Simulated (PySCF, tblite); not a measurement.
# C₄H₇BCl₂S: geometry, infrared bands and NMR shifts

Wanted: the infrared bands and NMR shifts of C₄H₇BCl₂S (`CCS/C=C/B(Cl)Cl`), by calculation.

Computed with tblite 0.8.0 and PySCF 2.14.0, with density-fitted response routines of our own, on a single molecule in the gas phase. Atoms are numbered from 0 throughout.

## Step 1: The starting structure

15 atoms, charge 0, multiplicity 1; geometry from: force field or distance geometry start.

Bonds of the start (Å): C0–C1 1.51, C1–S2 1.79, S2–C3 1.79, C3–C4 1.34, C4–B5 1.58, B5–Cl6 1.84, B5–Cl7 1.85, C0–H8 1.09, C0–H9 1.10, C0–H10 1.14, C1–H11 1.12, C1–H12 1.12, C3–H13 1.11, C4–H14 1.08.

## Step 2: Geometry optimisation with GFN2-xTB

The job: settings as JSON, then the geometry in Å.

```
{"job": {"kind": "relax", "xc": "GFN2-xTB", "basis": "xTB"}, "charge": 0, "multiplicity": 1}
C     -2.170000     0.665800    -0.562000
C     -1.770000    -0.423700     0.411200
S     -0.686100    -1.600700    -0.395800
C      0.910100    -0.950200    -0.871900
C      1.523400    -0.151300     0.013200
B      2.942500     0.409900    -0.412600
Cl     3.273600     2.175300     0.007900
Cl     4.292800    -0.856500    -0.434400
H     -1.265500     1.127300    -0.964900
H     -2.697500     0.166600    -1.391000
H     -2.863600     1.418000    -0.061100
H     -1.261300     0.050800     1.285400
H     -2.707400    -0.940500     0.726400
H      1.388300    -1.215200    -1.836900
H      1.086300     0.132500     0.959000
```

The run is started by

```bash
$ OMP_NUM_THREADS=1 python probes_run.py task.json out
```

One launch serves the whole session: the jobs run in the order shown.

**Question.** This job is followed by: GFN2-xTB harmonic vibrations, gas phase; GIAO PBE0/pcSseg-1 NMR shielding, non-relativistic, gas phase. Predict these results of the whole session: strongest single infrared mode (GFN2-xTB); zero-point energy (GFN2-xTB); 13C shifts against TMS (PBE0/pcSseg-1); 1H shifts against TMS (PBE0/pcSseg-1, means over atoms taken as alike); 33S shifts against CS2 (PBE0/pcSseg-1); 11B shifts against BF3·OEt2 (PBE0/pcSseg-1); 35Cl shifts against HCl (PBE0/pcSseg-1, means over atoms taken as alike).

The runs gave:

```
                                                                quantity                         value
                               strongest single infrared mode (GFN2-xTB)         1549 cm⁻¹, 648 km/mol
                                            zero-point energy (GFN2-xTB)                 65.4 kcal/mol
                                  13C shifts against TMS (PBE0/pcSseg-1)  168.7, 125.4, 31.9, 15.0 ppm
  1H shifts against TMS (PBE0/pcSseg-1, means over atoms taken as alike)    7.91, 6.07, 2.92, 1.38 ppm
                                  33S shifts against CS2 (PBE0/pcSseg-1)                       121 ppm
                             11B shifts against BF3·OEt2 (PBE0/pcSseg-1)                      47.9 ppm
35Cl shifts against HCl (PBE0/pcSseg-1, means over atoms taken as alike)                       211 ppm
```

What this shows: Relaxing lowered the energy by 1.292 eV in 80 steps; the close pair that moved most is B5–Cl7, from 1.851 to 1.729 Å. All 39 modes are real, so the xTB geometry is a minimum. The strongest single mode, at 1549 cm⁻¹, moves mainly C4 and C3. GFN2-xTB is a fitted tight-binding method: band positions and strengths are rough. Its intensities can rank the bands wrongly. At PBE0/pcSseg-1: Shielding is most anisotropic at Cl6, Cl7 (span 431 ppm, paramagnetic term -407 ppm).
